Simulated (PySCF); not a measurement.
**TeC: from the state search to spectroscopic constants**

The task here is to estimate one member of a computed series from the others.

The runs use PySCF 2.14.0; Te x2c-SVPall, C x2c-SVPall, spin-free X2C with a Gaussian nucleus.

The first run:

The job is set up so:

```yaml
atoms: Te, C
charge: 0
basis: Te x2c-SVPall, C x2c-SVPall
Hamiltonian: spin-free X2C with a Gaussian nucleus
basis_functions: 50
electrons_treated: 58
masses_in_u: 129.9062, 12.0000
levels: PBE0, PBE, r²SCAN, TPSSh, TPSS, BLYP, HSE06, HF, MP2, SCS-MP2, CCSD, CCSD(T)
grid: 80 radial by 434 angular points
occupations: held fixed by the projection of orbital angular momentum
dissociation_limit: Te + C, each in its ground configuration
starting_distance_in_angstrom: 2.030
values_of_2S_to_try: 0, 2, 4
```

Command:

```bash
> OMP_NUM_THREADS=1 python dia.py task.json out
```

Steps of the session up to this table: Set-up; PBE0 along the bond; Other states along the same grid; PBE (GGA); r²SCAN (meta-GGA); TPSSh; TPSS (meta-GGA); BLYP; HSE06 (range-separated hybrid); RHF (mean field); MP2 and coupled cluster.

One of the session's tables, all rows but one given; the rest of the session is left out.

It belongs to the step «The curves together». Energy (eV) from each level's lowest point:

| R (Å) | RHF | RHF-MP2 | RHF-SCS-MP2 | RHF-CCSD | RHF-CCSD(T) |
| --- | --- | --- | --- | --- | --- |
| 1.625 | 1.619 | 1.878 | 1.875 | n/a | n/a |
| 1.701 | 0.660 | 0.863 | 0.859 | 0.837 | 0.941 |
| 1.777 | 0.160 | 0.290 | 0.287 | 0.273 | 0.340 |
| 1.833 | 0.008 | 0.075 | 0.073 | 0.067 | 0.102 |
| 1.890 | 0.000 | 0.000 | 0.000 | 0.000 | 0.000 |
| 1.947 | 0.103 | 0.035 | 0.037 | 0.041 | 0.003 |
| 2.022 | ? | ? | ? | ? | ? |
| 2.117 | 0.834 | 0.605 | 0.607 | 0.581 | 0.405 |
| 2.230 | 1.498 | 1.270 | 1.259 | 1.128 | 0.838 |
| 2.381 | 2.418 | 2.484 | 2.422 | n/a | n/a |

Estimate the missing values for R (Å) = 2.022.

Worked estimate for «RHF». A straight line through the neighbours (1.947, 0.103) and (2.117, 0.834) gives 0.103 + (0.834 − 0.103) × (2.022 − 1.947) / (2.117 − 1.947) = 0.425; a parabola fitted to 4 rows on both sides gives 0.382.

As computed: RHF: 0.367; RHF-MP2: 0.215; RHF-SCS-MP2: 0.219; RHF-CCSD: 0.221; RHF-CCSD(T): 0.126. In «RHF» the line misses by +0.058 and the parabola by +0.015.

State 2 has its PBE0 minimum 2.08 eV higher. State 3 has its PBE0 minimum 3.41 eV higher. The other levels ran on the lowest alone.
